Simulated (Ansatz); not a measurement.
# C2H7AlSSi: one species, many methods

One table from this session's results is given with a row withheld; the runs are named, their logs left out.

The runs use Ansatz 0.2.0, Gaussian basis; functionals in def2-TZVPP, the program's frozen cores in correlated methods.

Levels to be run: LDA (SPW92), PBE-D4, revPBE-D4, BLYP-D4, r2SCAN-D4, B97M-V, PBE0-D4, B3LYP-D4, r2SCANh-D4, r2SCAN0-D4, HSE06-D4, BHLYP-D4, CAM-B3LYP-D4, LC-ωPBE, ωB97X-V, ωB97M-V, B2PLYP, PBE-QIDH; CCSD(T)/def2-SVP; CCSD(T)/def2-TZVPP; MP2/def2-QZVPP; extrapolation to the limit; RPA on PBE.

### Structure used throughout

The geometry comes from an earlier relaxation with PBE0-D4 in a triple-zeta def2 set; it is a stationary point, not always the lowest conformer.

SMILES `[AlH2][SiH]1CSC1`, 12 atoms, charge 0, spin multiplicity 1.

Atoms are counted from 1 here; the program's logs count them from 0.

Bond lengths: Al1–Si2 2.436 Å, Al1–H6 1.593 Å, Al1–H7 1.593 Å, Si2–C3 1.918 Å, Si2–C5 1.918 Å, Si2–H8 1.498 Å, C3–S4 1.834 Å, C3–H9 1.092 Å, C3–H10 1.089 Å, S4–C5 1.834 Å, C5–H11 1.092 Å, C5–H12 1.089 Å. Angles: Si2–Al1–H6 118.6°, Si2–Al1–H7 118.7°, H6–Al1–H7 122.2°, Al1–Si2–C3 86.5°, Al1–Si2–C5 86.4°, Al1–Si2–H8 146.1°, C3–Si2–C5 81.7°, C3–Si2–H8 118.2°, C5–Si2–H8 118.2°, Si2–C3–S4 84.3°, Si2–C3–H9 118.7°, Si2–C3–H10 119.7°, S4–C3–H9 108.5°, S4–C3–H10 111.3°, H9–C3–H10 110.6°, C3–S4–C5 86.3°, Si2–C5–S4 84.3°, Si2–C5–H11 118.7° and more.

Set-up of the first run:

Input file in.yaml:

```yaml
crystal:
  periodic: [false, false, false]
  atoms:
    - {symbol: Al, position_ang: [-1.050215, 0.672468, 1.463573]}
    - {symbol: Si, position_ang: [-0.717511, -0.800038, -0.448311]}
    - {symbol: C, position_ang: [1.071212, -1.041616, 0.200021]}
    - {symbol: S, position_ang: [1.120640, 0.791868, 0.204548]}
    - {symbol: C, position_ang: [0.096240, 0.705268, -1.314405]}
    - {symbol: H, position_ang: [-1.781117, 2.068674, 1.233960]}
    - {symbol: H, position_ang: [-0.698323, 0.127767, 2.918137]}
    - {symbol: H, position_ang: [-1.309834, -1.875117, -1.307103]}
    - {symbol: H, position_ang: [1.834642, -1.406691, -0.490517]}
    - {symbol: H, position_ang: [1.233159, -1.444688, 1.198894]}
    - {symbol: H, position_ang: [0.755492, 0.526872, -2.166756]}
    - {symbol: H, position_ang: [-0.477385, 1.620034, -1.457941]}
basis:
  gaussian: {orbitals: def2-TZVPP}
hamiltonian: {xc: lda}
output: {orbitals: {seedname: orbitals}}
```

The run is started by

```console
ansatz run in.yaml --threads 4 --pin off --events-out ev --progress --plain --max-ram 10444MiB
```

Steps of the session up to this table: LDA; PBE-D4 (GGA); revPBE-D4 (GGA); BLYP-D4 (GGA); r2SCAN-D4 (meta-GGA); B97M-V (meta-GGA); B3LYP-D4 (hybrid); r2SCANh-D4 (hybrid); r2SCAN0-D4 (hybrid); HSE06-D4 (hybrid); BHLYP-D4 (hybrid); CAM-B3LYP-D4 (range-separated); LC-ωPBE (range-separated); ωB97X-V (range-separated); ωB97M-V (range-separated); B2PLYP (double hybrid); PBE-QIDH (double hybrid).

One of the session's tables, all rows but one given; the rest of the session is left out.

It belongs to the step «Frontier levels by functional». 

| functional | HOMO (eV) | gap (eV) |
| --- | --- | --- |
| LDA (SPW92) | -5.93 | 4.12 |
| PBE-D4 | -5.84 | 4.21 |
| revPBE-D4 | -5.80 | 4.25 |
| BLYP-D4 | -5.70 | 4.22 |
| r2SCAN-D4 | -6.06 | 4.67 |
| B97M-V | -6.11 | 4.65 |
| PBE0-D4 | -6.87 | 6.18 |
| B3LYP-D4 | -6.69 | 5.78 |
| r2SCANh-D4 | -6.44 | 5.39 |
| r2SCAN0-D4 | -7.01 | 6.45 |
| HSE06-D4 | ? | ? |
| BHLYP-D4 | -7.81 | 8.07 |
| CAM-B3LYP-D4 | -8.12 | 8.48 |
| LC-ωPBE | -9.39 | 10.91 |
| ωB97X-V | -9.09 | 10.45 |
| ωB97M-V | -8.86 | 9.98 |

**Question.** Estimate the row for HSE06-D4.

As computed: HOMO (eV): -6.48; gap (eV): 5.41. In the column «HOMO (eV)» it lies between B3LYP-D4 (-6.69) and r2SCANh-D4 (-6.44).
